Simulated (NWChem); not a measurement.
# TiO2 (titanium dioxide) at B3PW91/x2c-SVPall-2c (sfX2C)

Aim: the vertical singlet–triplet gap of TiO2 (titanium dioxide) at B3PW91/x2c-SVPall-2c (sfX2C), from 2 runs. 

The calculation is run with NWChem 7.3.0.

1 further run of the same task is left out (it didn't finish).

## Step 1: Starting point

The species is TiO2 (3 atoms), meant as a singlet with charge 0. SMILES: `[O]=[Ti]=[O]`. Geometry: relaxed at PBE0-D4/def2-TZVP.

Bond lengths: O1–Ti2 1.628 Å, Ti2–O3 1.628 Å. Angles: O1–Ti2–O3 111.8°.

## Step 2: The charge distribution at B3PW91/x2c-SVPall-2c (sfX2C)

o2ti.nw

```
start o2ti
title "O2Ti"
memory stack 880 mb heap 220 mb global 1100 mb
charge 0

geometry units atomic noautoz
 O   1.74043776  1.75517762  0.84017224
 Ti  0.25511303 -0.92974525  0.62663318
 O  -1.99573976 -0.82543237 -1.46680542
end

basis spherical bse
 * library x2c-SVPall-2c
end

relativistic
 x2c on
end

dft
 xc b3pw91
 grid medium
 convergence energy 1e-06
 iterations 100
 mulliken
end

property
 efieldgrad
 dipole
 octupole
 moldenfile
 molden_norm janpa
end

task dft property
```

Launch:

```console
$ nwchem o2ti.nw > o2ti.out
```

Output:

```text
[...]
 Group name             C2v
[...]
          Wavefunction type:  closed shell.
          No. of atoms     :     3
          No. of electrons :    38
[...]
          Charge           :     0
          Spin multiplicity:     1
[...]
          AO basis - number of functions:    70
[...]
              XC Information
              --------------
                       B3PW91 Method XC Functional
                     Hartree-Fock (Exact) Exchange  0.200
                        Slater Exchange Functional  0.800 local
                    Becke 1988 Exchange Functional  0.720 non-local
                Perdew 1991 Correlation Functional  0.810 non-local
            Perdew 1991 LDA Correlation Functional  1.000 local
[...]
 d= 0,ls=0.0,diis     1  -1003.2761041566 -1.13D+03  8.86D-02  1.91D+01     1.8
[...]
 d= 0,ls=0.0,diis    11  -1004.1054228552 -3.10D-08  1.02D-06  4.68D-09    10.2
         Total DFT energy =    -1004.105422855173
      One electron energy =    -1631.614617945938
           Coulomb energy =      560.077730456774
    Exchange-Corr. energy =      -59.578454566124
 Nuclear repulsion energy =      127.009919200115
[...]
      Total Density - Mulliken Population Analysis
     ---------------------------------------------
    Atom       Charge   Shell Charges
 -----------   ------   -------------------------------------------------------
    1 O    8     8.43   1.99  1.11  0.80  2.75  1.77  0.01
    2 Ti  22    21.14   2.00  2.00  2.00  0.09  0.00  3.96  1.98  0.09  5.95  0.34  1.62  0.83  0.21  0.06
    3 O    8     8.43   1.99  1.11  0.80  2.75  1.77  0.01
[...]
   Dipole moment        6.6330030273 Debye(s)
             DMX       -0.0000000000 DMXEFC        0.0000000000
             DMY       -0.0000000000 DMYEFC        0.0000000000
             DMZ       -6.6330030273 DMZEFC        0.0000000000
   -EFC- dipole         0.0000000000 DEBYE(S)
   Total dipole         6.6330030273 DEBYE(S)
[...]
```

Run time: 11 s. Hardware: 1 thread of AMD EPYC 7B13 (Zen 3), shared host; peak memory 0.11 GiB.

Atomic charges (e):

| atom | Mulliken | Löwdin |
| --- | --- | --- |
| O1 | -0.430 | -0.110 |
| Ti2 | +0.860 | +0.230 |
| O3 | -0.430 | -0.110 |

## Step 3: The triplet, same level

nw.nw

```
start nw
title "O2Ti"
memory stack 880 mb heap 220 mb global 1100 mb

geometry units angstrom noautosym nocenter noautoz
O        0.921000       0.928800       0.444600
Ti       0.135000      -0.492000       0.331600
O       -1.056100      -0.436800      -0.776200
end

basis spherical bse
* library x2c-SVPall-2c
end

relativistic
x2c on
end

dft
xc b3pw91
mult 3
grid medium
convergence energy 1e-06
iterations 150
mulliken
end

property
efieldgrad
dipole
octupole
moldenfile
molden_norm janpa
end

task dft property
```

Launch:

```console
$ nwchem nw.nw > nw.out
```

Output:

```text
[...]
          Wavefunction type:  spin polarized.
          No. of atoms     :     3
          No. of electrons :    38
[...]
          Charge           :     0
          Spin multiplicity:     3
[...]
          AO basis - number of functions:    70
[...]
              XC Information
              --------------
                       B3PW91 Method XC Functional
                     Hartree-Fock (Exact) Exchange  0.200
                        Slater Exchange Functional  0.800 local
                    Becke 1988 Exchange Functional  0.720 non-local
                Perdew 1991 Correlation Functional  0.810 non-local
            Perdew 1991 LDA Correlation Functional  1.000 local
[...]
 d= 0,ls=0.0,diis     1  -1003.4445009104 -1.13D+03  4.10D-02  4.25D+00     2.4
[...]
 d= 0,ls=0.5,diis    73  -1004.0006262166 -2.29D-08  1.17D-06  3.78D-07   101.9
[...]
         Total DFT energy =    -1004.000626238699
      One electron energy =    -1631.798387698294
           Coulomb energy =      560.406381209685
    Exchange-Corr. energy =      -59.618547959849
 Nuclear repulsion energy =      127.009928209759
[...]
      Total Density - Mulliken Population Analysis
     ---------------------------------------------
    Atom       Charge   Shell Charges
 -----------   ------   -------------------------------------------------------
    1 O    8     8.36   1.99  1.12  0.79  2.74  1.71  0.01
    2 Ti  22    21.27   2.00  2.00  2.00  0.08 -0.00  3.97  1.98  0.09  5.95  0.41  1.69  0.86  0.20  0.05
    3 O    8     8.36   1.99  1.12  0.79  2.74  1.71  0.01
[...]
      <S2> =      2.0204 (Exact =     2.0000)
[...]
   Dipole moment        4.5379551849 Debye(s)
             DMX        0.9625913060 DMXEFC        0.0000000000
             DMY       -3.6479701641 DMYEFC        0.0000000000
             DMZ        2.5216599533 DMZEFC        0.0000000000
   -EFC- dipole         0.0000000000 DEBYE(S)
   Total dipole         4.5379551849 DEBYE(S)
[...]
```

Run time: 1.7 min. Hardware: 1 thread of AMD EPYC 7B13 (Zen 3), shared host; peak memory 0.19 GiB.

Atomic charges (e):

```
atom  Mulliken  Löwdin
  O1    -0.360  -0.030
 Ti2    +0.730  +0.050
  O3    -0.360  -0.030
```

## Step 4: What came out

At B3PW91/x2c-SVPall-2c (sfX2C):

| quantity | value |
| --- | --- |
| singlet: total energy | -1004.10542 Eh |
| singlet: dipole moment | 6.63 D |
| singlet: HOMO energy | -6.92 eV |
| singlet: LUMO energy | -2.74 eV |
| singlet: HOMO–LUMO gap | 4.18 eV |
| triplet: total energy | -1004.00063 Eh |
| triplet: dipole moment | 4.54 D |
| triplet: HOMO energy (highest over α and β) | -4.17 eV |
| triplet: ⟨S²⟩ | 2.020 |
| vertical energy of the triplet above the singlet | 2.852 eV |

What this shows: At this shape the triplet lies 2.85 eV (275 kJ/mol) above the singlet.
